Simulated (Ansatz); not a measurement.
# CH4FNOSi: basis-set convergence

Aim: see how fast density functionals converge with the basis set for CH4FNOSi.

Program: Ansatz 0.2.0, Gaussian basis. Level of theory: one geometry, several basis sets. These are calculated values, not measurements.

The runs, in order: PBE0-D4/def2-SVP; ωB97M-V/def2-SVP; PBE0-D4/def2-QZVPP; ωB97M-V/def2-QZVPP; the functionals' def2-TZVPP values are taken from earlier runs.

## Step 1: Structure used throughout

All runs share one geometry, relaxed beforehand with PBE0-D4 in a triple-zeta def2 set.

SMILES `NC(=O)[SiH2]F`, 9 atoms, charge 0, spin multiplicity 1.

Atoms are counted from 1 here; the program's logs count them from 0.

Bond lengths: N1–C2 1.349 Å, N1–H6 1.009 Å, N1–H7 1.005 Å, C2–O3 1.219 Å, C2–Si4 1.902 Å, Si4–F5 1.608 Å, Si4–H8 1.478 Å, Si4–H9 1.478 Å. Angles: C2–N1–H6 119.5°, C2–N1–H7 121.1°, H6–N1–H7 119.3°, N1–C2–O3 123.9°, N1–C2–Si4 120.7°, O3–C2–Si4 115.4°, C2–Si4–F5 110.1°, C2–Si4–H8 108.7°, C2–Si4–H9 108.7°, F5–Si4–H8 108.7°, F5–Si4–H9 108.7°, H8–Si4–H9 111.9°.

## Step 2: PBE0-D4 in def2-SVP

in.yaml

```yaml
crystal:
  periodic: [false, false, false]
  atoms:
    - {symbol: N, position_ang: [-0.102625, 0.776478, 1.347249]}
    - {symbol: C, position_ang: [0.598505, 0.010225, 0.487003]}
    - {symbol: O, position_ang: [1.740508, -0.367232, 0.686867]}
    - {symbol: Si, position_ang: [-0.172264, -0.556107, -1.157367]}
    - {symbol: F, position_ang: [-1.671124, 0.010988, -1.288840]}
    - {symbol: H, position_ang: [0.322695, 1.067190, 2.214450]}
    - {symbol: H, position_ang: [-1.042695, 1.063731, 1.139336]}
    - {symbol: H, position_ang: [0.637226, -0.017972, -2.271301]}
    - {symbol: H, position_ang: [-0.221627, -2.033603, -1.174698]}
basis:
  gaussian: {orbitals: def2-SVP}
hamiltonian: {xc: pbe0, dispersion: d4}
output: {orbitals: {seedname: orbitals}}
```

Run with:

```bash
$ ansatz run in.yaml --threads 2 --pin off --events-out ev --progress --plain --max-ram 4352MiB
```

The program printed:

```text
Functional definition: PBE0
  name "PBE0"
  cite "Adamo & Barone, J. Chem. Phys. 110, 6158 (1999) doi:10.1063/1.478522"
  cite "Perdew, Burke & Ernzerhof, Phys. Rev. Lett. 77, 3865 (1996) doi:10.1103/PhysRevLett.77.3865"
  parent pbe
  parameter a = 0.25
  parameter kappa = 0.804
  parameter beta = 0.06672455060314922
  exchange = (1 - a)*pbe_x(kappa = kappa, mu = beta*pi^2/3) + a*exact_x
  correlation = pbe_c(beta = beta)
1049 factors; their error is unknown
mean field evaluation 1: about -15210.5437 eV, gradient 5.6e1 eV
mean field evaluation 2: about -15202.5550 eV, gradient 8.6e1 eV
mean field evaluation 4: about -15216.1136 eV, gradient 4.0e0 eV
mean field evaluation 8: about -15216.1993 eV, gradient 2.5e-1 eV
mean field -15216.19937456 eV, -559.1850131048 hartree, gradient 8.9e-5 eV, S^2 0.000000; 0 other end points of the search recorded, 0 dependent functions left out
reference -15216.19939780 eV, -559.1850139587 hartree; 24, 24 occupied and 70, 70 virtual orbitals, 1049 factors
Total energy: -15216.34215682 eV, -559.1902602559 hartree
```

Wall time 1.6 s (2 threads of Arm Neoverse V1, shared host).

## Step 3: ωB97M-V in def2-SVP

Edit in.yaml of step 2 so:

```diff
@@ -14,3 +14,3 @@
   gaussian: {orbitals: def2-SVP}
-hamiltonian: {xc: pbe0, dispersion: d4}
+hamiltonian: {xc: {name: wB97M-V}}
 output: {orbitals: {seedname: orbitals}}
```

Launched as before.

The program printed:

```text
Functional definition: wB97M-V
  name "wB97M-V"
  cite "Mardirossian & Head-Gordon, J. Chem. Phys. 144, 214110 (2016) doi:10.1063/1.4952647"
  cite "Becke, J. Chem. Phys. 107, 8554 (1997) doi:10.1063/1.475007"
  cite "Vydrov & Van Voorhis, J. Chem. Phys. 133, 244103 (2010) doi:10.1063/1.3521275"
  # Of w^i u^j: cxij and so on, Table III.
  parameter omega = 0.3/bohr
  parameter cx = 0.15
  parameter cx01 = 1.007
  parameter cx10 = 0.259
  parameter css00 = 0.443
  parameter css04 = -1.437
  parameter css10 = -4.535
  parameter css20 = -3.390
  parameter css43 = 4.278
  parameter cos00 = 1.000
  parameter cos10 = 1.358
  parameter cos20 = 2.924
  parameter cos21 = -8.812
  parameter cos60 = -1.390
  parameter cos61 = 9.142
  parameter b = 6.0
  parameter c = 0.01
  gx(w, u) = 1 - cx + cx01*u + cx10*w
  gss(w, u) = css00 + css04*u^4 + css10*w + css20*w^2 + css43*w^4*u^3
  gos(w, u) = cos00 + cos10*w + (cos20 + cos21*u)*w^2 + (cos60 + cos61*u)*w^6
  exchange = spin_sum(e_x_unif_sr(omega)*gx(b97_w, b97_u_x)) + cx*exact_x_sr(omega) + exact_x_lr(omega)
  correlation = spin_sum(e_c_pw_mod_same_spin*gss(b97_w, b97_u_same))
      + integral(e_c_pw_mod_opposite_spin*gos(b97_w_opposite, b97_u_opposite)) + vv10(b, c)
1049 factors; their error is unknown
256 factors; integrals over basis functions are off by at most 8.9e-6 eV
mean field evaluation 1: about -15219.1012 eV, gradient 5.3e1 eV
mean field evaluation 2: about -15218.0661 eV, gradient 6.2e1 eV
mean field evaluation 4: about -15224.2801 eV, gradient 2.8e0 eV
mean field evaluation 8: about -15224.2995 eV, gradient 7.8e-2 eV
mean field evaluation 16: about -15224.3003 eV, gradient 3.2e-5 eV
mean field -15224.30032885 eV, -559.4827176837 hartree, gradient 3.2e-5 eV, S^2 0.000000; 0 other end points of the search recorded, 0 dependent functions left out
reference -15224.30036594 eV, -559.4827190470 hartree; 24, 24 occupied and 70, 70 virtual orbitals, 1049 factors
Total energy: -15224.30036594 eV, -559.4827190470 hartree
```

It took 6.5 s on 2 threads of Arm Neoverse V1, shared host.

## Step 4: PBE0-D4 in def2-QZVPP

Edit in.yaml of step 3 so:

```diff
@@ -13,4 +13,4 @@
 basis:
-  gaussian: {orbitals: def2-SVP}
-hamiltonian: {xc: {name: wB97M-V}}
+  gaussian: {orbitals: "def2-QZVPP.json"}
+hamiltonian: {xc: pbe0, dispersion: d4}
 output: {orbitals: {seedname: orbitals}}
```

The command is unchanged.

The program printed:

```text
Functional definition: PBE0
  name "PBE0"
  cite "Adamo & Barone, J. Chem. Phys. 110, 6158 (1999) doi:10.1063/1.478522"
  cite "Perdew, Burke & Ernzerhof, Phys. Rev. Lett. 77, 3865 (1996) doi:10.1103/PhysRevLett.77.3865"
  parent pbe
  parameter a = 0.25
  parameter kappa = 0.804
  parameter beta = 0.06672455060314922
  exchange = (1 - a)*pbe_x(kappa = kappa, mu = beta*pi^2/3) + a*exact_x
  correlation = pbe_c(beta = beta)
1340 factors; their error is unknown
mean field evaluation 1: about -15221.3758 eV, gradient 6.6e1 eV
mean field evaluation 2: about -15211.0075 eV, gradient 9.9e1 eV
mean field evaluation 4: about -15228.5401 eV, gradient 6.7e0 eV
mean field evaluation 8: about -15228.6203 eV, gradient 2.0e-1 eV
mean field evaluation 16: about -15228.6317 eV, gradient 7.8e-5 eV
mean field -15228.63174335 eV, -559.6418942308 hartree, gradient 7.8e-5 eV, S^2 0.000000; 0 other end points of the search recorded, 0 dependent functions left out
reference -15228.63177793 eV, -559.6418955014 hartree; 24, 24 occupied and 394, 394 virtual orbitals, 1340 factors
Total energy: -15228.77453694 eV, -559.6471417985 hartree
```

Run time: 13 s. Hardware: 2 threads of Arm Neoverse V1, shared host; peak memory 1.1 GiB.

## Step 5: ωB97M-V in def2-QZVPP

Edit in.yaml of step 4 so:

```diff
@@ -14,3 +14,3 @@
   gaussian: {orbitals: "def2-QZVPP.json"}
-hamiltonian: {xc: pbe0, dispersion: d4}
+hamiltonian: {xc: {name: wB97M-V}}
 output: {orbitals: {seedname: orbitals}}
```

Same command.

The program printed:

```text
Functional definition: wB97M-V
  name "wB97M-V"
  cite "Mardirossian & Head-Gordon, J. Chem. Phys. 144, 214110 (2016) doi:10.1063/1.4952647"
  cite "Becke, J. Chem. Phys. 107, 8554 (1997) doi:10.1063/1.475007"
  cite "Vydrov & Van Voorhis, J. Chem. Phys. 133, 244103 (2010) doi:10.1063/1.3521275"
  # Of w^i u^j: cxij and so on, Table III.
  parameter omega = 0.3/bohr
  parameter cx = 0.15
  parameter cx01 = 1.007
  parameter cx10 = 0.259
  parameter css00 = 0.443
  parameter css04 = -1.437
  parameter css10 = -4.535
  parameter css20 = -3.390
  parameter css43 = 4.278
  parameter cos00 = 1.000
  parameter cos10 = 1.358
  parameter cos20 = 2.924
  parameter cos21 = -8.812
  parameter cos60 = -1.390
  parameter cos61 = 9.142
  parameter b = 6.0
  parameter c = 0.01
  gx(w, u) = 1 - cx + cx01*u + cx10*w
  gss(w, u) = css00 + css04*u^4 + css10*w + css20*w^2 + css43*w^4*u^3
  gos(w, u) = cos00 + cos10*w + (cos20 + cos21*u)*w^2 + (cos60 + cos61*u)*w^6
  exchange = spin_sum(e_x_unif_sr(omega)*gx(b97_w, b97_u_x)) + cx*exact_x_sr(omega) + exact_x_lr(omega)
  correlation = spin_sum(e_c_pw_mod_same_spin*gss(b97_w, b97_u_same))
      + integral(e_c_pw_mod_opposite_spin*gos(b97_w_opposite, b97_u_opposite)) + vv10(b, c)
1320 factors; their error is unknown
314 factors; integrals over basis functions are off by at most 9.3e-6 eV
mean field evaluation 1: about -15230.7872 eV, gradient 6.1e1 eV
mean field evaluation 2: about -15229.7651 eV, gradient 6.9e1 eV
mean field evaluation 4: about -15236.9079 eV, gradient 3.6e0 eV
mean field evaluation 8: about -15236.9359 eV, gradient 9.4e-2 eV
mean field evaluation 16: about -15236.9398 eV, gradient 9.8e-5 eV
mean field -15236.93977534 eV, -559.9472087749 hartree, gradient 5.1e-5 eV, S^2 0.000000; 0 other end points of the search recorded, 0 dependent functions left out
reference -15236.93983248 eV, -559.9472108749 hartree; 24, 24 occupied and 394, 394 virtual orbitals, 1320 factors
Total energy: -15236.93983248 eV, -559.9472108749 hartree
```

It took 30 s on 2 threads of Arm Neoverse V1, shared host; peak memory 1.4 GiB.

## Step 6: Density functionals: the series

The def2-TZVPP values come from earlier runs at the same geometry.

```tsv
functional	basis	functions	energy (eV)	from the largest (eV)	HOMO (eV)	LUMO (eV)
PBE0-D4	def2-SVP	94	-15216.3422	12.432	-7.13	-0.11
PBE0-D4	def2-TZVPP	222	-15228.0915	0.683	-7.35	-0.44
PBE0-D4	def2-QZVPP	418	-15228.7745	0.000	-7.39	-0.53
ωB97M-V	def2-SVP	94	-15224.3004	12.639	-9.45	2.16
ωB97M-V	def2-TZVPP	222	-15236.3019	0.638	-9.70	1.76
ωB97M-V	def2-QZVPP	418	-15236.9398	0.000	-9.75	1.29
```

## Step 7: Results

```
                                       quantity           value
PBE0-D4: double and triple zeta above quadruple  12.43, 0.68 eV
ωB97M-V: double and triple zeta above quadruple  12.64, 0.64 eV
```

What this shows: PBE0-D4 gains 11.75 eV from double to triple zeta, then 0.68 eV more. Total energies overstate the basis error of differences, where much of it tends to cancel. The LUMO of ωB97M-V is positive and keeps falling with the basis (2.16 to 1.29 eV): an unbound level that the basis holds in place.

For PBE0-D4 the largest set took about 8 times as long as the smallest (13 s against 1.6 s).
